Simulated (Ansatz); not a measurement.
# C₃H₉NSi: a ladder of functionals and wavefunction methods

The task here is to estimate one member of a computed series from the others.

The runs use Ansatz 0.2.0, Gaussian basis; functionals in def2-TZVPP, the program's frozen cores in correlated methods.

The runs, in order: LDA (SPW92), PBE-D4, revPBE-D4, BLYP-D4, r2SCAN-D4, B97M-V, PBE0-D4, B3LYP-D4, r2SCANh-D4, r2SCAN0-D4, HSE06-D4, BHLYP-D4, CAM-B3LYP-D4, LC-ωPBE, ωB97X-V, ωB97M-V, B2PLYP, PBE-QIDH; CCSD(T)/def2-SVP; CCSD(T)/def2-TZVPP; MP2/def2-QZVPP; extrapolation to the limit; RPA on PBE.

## The geometry

The geometry comes from an earlier relaxation with PBE0-D4 in a triple-zeta def2 set; it is a stationary point, not always the lowest conformer.

SMILES `CCC(=N)[SiH3]`, 14 atoms, charge 0, spin multiplicity 1.

Atoms are counted from 1 here; the program's logs count them from 0.

Bond lengths: C1–C2 1.524 Å, C1–H6 1.093 Å, C1–H7 1.092 Å, C1–H8 1.091 Å, C2–C3 1.504 Å, C2–H9 1.096 Å, C2–H10 1.097 Å, C3–N4 1.271 Å, C3–Si5 1.902 Å, N4–H11 1.026 Å, Si5–H12 1.490 Å, Si5–H13 1.488 Å, Si5–H14 1.480 Å. Angles: C2–C1–H6 111.5°, C2–C1–H7 111.1°, C2–C1–H8 110.8°, H6–C1–H7 107.7°, H6–C1–H8 107.4°, H7–C1–H8 108.1°, C1–C2–C3 112.8°, C1–C2–H9 110.6°, C1–C2–H10 109.1°, C3–C2–H9 108.9°, C3–C2–H10 108.2°, H9–C2–H10 107.0°, C2–C3–N4 125.2°, C2–C3–Si5 119.8°, N4–C3–Si5 115.0°, C3–N4–H11 111.0°, C3–Si5–H12 109.8°, C3–Si5–H13 109.8° and more.

The first run:

Input file in.yaml:

```yaml
crystal:
  periodic: [false, false, false]
  atoms:
    - {symbol: C, position_ang: [-0.789121, 0.348320, 1.469726]}
    - {symbol: C, position_ang: [0.374728, -0.477764, 0.935335]}
    - {symbol: C, position_ang: [0.334510, -0.643292, -0.559232]}
    - {symbol: N, position_ang: [0.331781, -1.756541, -1.172864]}
    - {symbol: Si, position_ang: [0.255040, 0.892279, -1.678578]}
    - {symbol: H, position_ang: [-0.792634, 1.356072, 1.045703]}
    - {symbol: H, position_ang: [-1.746526, -0.117812, 1.227030]}
    - {symbol: H, position_ang: [-0.725996, 0.450018, 2.554578]}
    - {symbol: H, position_ang: [0.390450, -1.469276, 1.402932]}
    - {symbol: H, position_ang: [1.317236, 0.017044, 1.199752]}
    - {symbol: H, position_ang: [0.354899, -2.540547, -0.510946]}
    - {symbol: H, position_ang: [1.054558, 1.996167, -1.076726]}
    - {symbol: H, position_ang: [-1.151877, 1.362956, -1.787414]}
    - {symbol: H, position_ang: [0.779854, 0.552979, -3.020395]}
basis:
  gaussian: {orbitals: def2-TZVPP}
hamiltonian: {xc: lda}
output: {orbitals: {seedname: orbitals}}
```

Steps of the session up to this table: LDA; PBE-D4 (GGA); revPBE-D4 (GGA); BLYP-D4 (GGA); r2SCAN-D4 (meta-GGA); B97M-V (meta-GGA); PBE0-D4 (hybrid); B3LYP-D4 (hybrid); r2SCANh-D4 (hybrid); r2SCAN0-D4 (hybrid); HSE06-D4 (hybrid); BHLYP-D4 (hybrid); CAM-B3LYP-D4 (range-separated); LC-ωPBE (range-separated); ωB97X-V (range-separated); ωB97M-V (range-separated); B2PLYP (double hybrid); PBE-QIDH (double hybrid).

One of the session's tables, all rows but one given; the rest of the session is left out.

It belongs to the step «Frontier levels by functional». 

```
  functional  HOMO (eV)  gap (eV)
 LDA (SPW92)      -5.88      3.95
      PBE-D4      -5.80      4.08
   revPBE-D4      -5.76      4.12
     BLYP-D4          ?         ?
   r2SCAN-D4      -6.08      4.55
      B97M-V      -6.33      4.81
     PBE0-D4      -7.23      6.59
    B3LYP-D4      -7.01      6.14
  r2SCANh-D4      -6.61      5.49
  r2SCAN0-D4      -7.42      6.88
    HSE06-D4      -6.83      5.80
    BHLYP-D4      -8.59      9.14
CAM-B3LYP-D4      -8.63      9.20
     LC-ωPBE      -9.95     11.71
     ωB97X-V      -9.65     11.31
     ωB97M-V      -9.55     11.08
```

Estimate the missing values for BLYP-D4.

Worked estimate for «HOMO (eV)». Against the share of exact exchange, B3LYP-D4 (0.2, -7.01), BHLYP-D4 (0.5, -8.59) give a slope of -5.27 per unit share; at 0 the line stands at -5.96.

The run gave: HOMO (eV): -5.71; gap (eV): 4.14. In «HOMO (eV)» the line misses by -0.25.
